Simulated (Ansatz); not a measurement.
## Na-Ca mixtures: a scan of ordered alloys across composition, step by step

Program: the Python package of Ansatz (0.2.0).

Typed at the interpreter:
```pycon
>>> from collections import Counter
>>> import warnings
>>> import ansatz as az
>>> import numpy as np
>>> def bcc(a_site, a):
...     return (
...         az.Lattice.bcc(a)
...         .space_group(229)
...         .atom(a_site, (0, 0, 0))
...         .primitive()
...     )
...
>>> A_FIRST, A_LAST = 4.28, 4.44
>>> def solve(name, crystal):
...     calc = (
...         crystal.calculation()
...         .functional(az.Functional.R2SCAN)
...         .basis(620)
...         .kpoints(spacing=0.15)
...         .occupations("fermi_dirac", width=0.05)
...         .band_table()
...     )
...     calc = calc.relax(force_tolerance=0.03, cell=True)
...     return calc.run(threads=1, backend="cpu")
...
>>> def volume_per_atom(outcome):
...     return abs(np.linalg.det(outcome.lattice.cell_ang)) / len(outcome.lattice.sites)
...
>>> def counts(outcome):
...     return Counter(site.symbol for site in outcome.lattice.sites)
...
>>> warnings.simplefilter("ignore", az.DeckWarning)
>>> # ordered cells: the first k mixed sites take the second element
>>> phases = {}
>>> for k in range(2 + 1):
...     a = A_FIRST + (A_LAST - A_FIRST) * k / 2
...     cell = bcc("Na", a).conventional().resolved()
...     sites = [site.position for site in cell.sites if site.symbol == "Na"]
...     for position in sites[:k]:
...         cell = cell.substitution("Ca", at=position, replaces="Na")
...     phases[f"Na{2 - k}Ca{k}"] = cell.resolved()
...
>>> done = {name: solve(name, crystal) for name, crystal in phases.items()}
>>> # x is the share of the second element on the mixed sites; both end members stand on this same lattice
>>> x = {name: counts(o)["Ca"] / (counts(o)["Na"] + counts(o)["Ca"]) for name, o in done.items()}
>>> first, last = min(x, key=x.get), max(x, key=x.get)
>>> energy = {name: o.report["energy_sigma0_ev"] / len(o.lattice.sites) for name, o in done.items()}
>>> volume = {name: volume_per_atom(o) for name, o in done.items()}
>>> rows = []
>>> for name in sorted(done, key=x.get):
...     line = lambda table: (1 - x[name]) * table[first] + x[name] * table[last]
...     rows.append((name, x[name], 1000 * (energy[name] - line(energy)), volume[name], 100 * (volume[name] / line(volume) - 1)))
...
>>> print("      cell       x(Ca)  E_mix (meV/atom)  V (A^3/atom)  excess V (%)")
      cell       x(Ca)  E_mix (meV/atom)  V (A^3/atom)  excess V (%)
>>> for row in rows:
...     print(f"{str(row[0]):>10}  {row[1]:10.3f}  {row[2]:+16.1f}  {row[3]:12.3f}  {row[4]:+12.2f}")
...
    Na2Ca0       0.000              +0.0        37.595         +0.00
    Na1Ca1       0.500             +71.3        39.481         -2.40
    Na0Ca2       1.000              +0.0        43.307         +0.00
```

Mixing energies: +71 meV an atom at x(Na) = 0.50 (volume -2.4 % off the straight line). All are positive, so the end members on this lattice are favoured over these cells.

These are small ordered cells, with both end members on the same lattice, which need not be their own; they aren't random solutions. Differences under 10 to 15 meV an atom lie within the error of mesh and functional. The cells are prototypes set up for this calculation and needn't exist. The whole script took 2.7 min on 1 thread of Arm Neoverse V1, on a shared host, peak memory 0.79 GiB.
